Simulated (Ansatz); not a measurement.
This script drives the Ansatz DFT code, driven from Python.

Script `c2h4oste_methods.py`:
```python
from pathlib import Path

import ansatz as az
import numpy as np

geometry_ang = [
    ('O', [-0.5724, 1.0331, 0.9051]),
    ('C', [0.2142, 0.2045, 0.2033]),
    ('Te', [2.2873, 0.4482, 0.3341]),
    ('C', [-0.2112, -0.7611, -0.5468]),
    ('S', [-2.0512, -1.0236, -0.717]),
    ('H', [-0.2368, 1.8388, 1.4597]),
    ('H', [2.3219, 1.5082, -1.0226]),
    ('H', [0.417, -1.4241, -1.081]),
    ('H', [-2.0801, -1.8703, 0.448]),
]
system = az.Crystal.molecule()
for symbol, xyz in geometry_ang:
    system = system.atom(symbol, xyz)

model = system.calculation().basis(gaussian='def2-SVP')

print('functional    E (Ha)        dipole (D)   HOMO (eV)  LUMO (eV)')
for name in ['blyp', 'r2scan', 'lda', 'hf', 'lc_wpbe']:
    data = model.functional(name).forces().orbitals().run(threads=1, runs_dir='runs').report
    lines = Path(data['orbitals_path']).read_text().splitlines()
    field_of = lambda key: [line.split('=')[1].strip() for line in lines if line.startswith(key)]
    orbitals = [(27.211386 * float(e), s, float(n)) for e, s, n in zip(field_of('Ene='), field_of('Spin='), field_of('Occup='))]
    homo = max(e for e, _, n in orbitals if n > 0.5)
    lumo = min(e for e, _, n in orbitals if n < 0.5)
    dipole = 4.803205 * np.linalg.norm(data['charge_distribution']['dipole_moment_e_ang'])
    print(f'{name:10s} {data["free_energy_ev"] / 27.211386246:14.6f} {dipole:9.3f} {homo:11.3f} {lumo:10.3f}')
```

It is started by `python c2h4oste_methods.py`. How long does it take on 1 thread of Arm Neoverse V2 (shared host), and how much memory does it need?

It took about 20 s, with a peak of 0.31 GiB, for 5 runs of the engine.

Output of `python c2h4oste_methods.py`:
```text
functional    E (Ha)        dipole (D)   HOMO (eV)  LUMO (eV)
blyp          -819.633642     2.260      -5.067     -1.632
r2scan        -819.732675     2.424      -5.635     -1.666
lda           -816.724724     2.296      -5.366     -1.919
hf            -817.121891     2.551      -8.939      2.225
lc_wpbe       -819.555020     2.538      -9.132      1.199
```

Notes:
- Total energies depend on the basis set; only differences at equal settings carry meaning.
- The geometry is a force-field or estimated start, not a minimum of this method, and the basis set is short of its limit. A lower total doesn't mark the better method: functionals have no common bound, and MP2 and coupled cluster aren't variational.
- def2 sets replace the cores of elements past krypton by effective core potentials.
- Levels such as HOMO and LUMO are orbital energies: with these approximate functionals they aren't the ionisation energy and electron affinity, and their gap isn't the fundamental gap.

(Lines on the test bed's own set-up are left out of the output.)
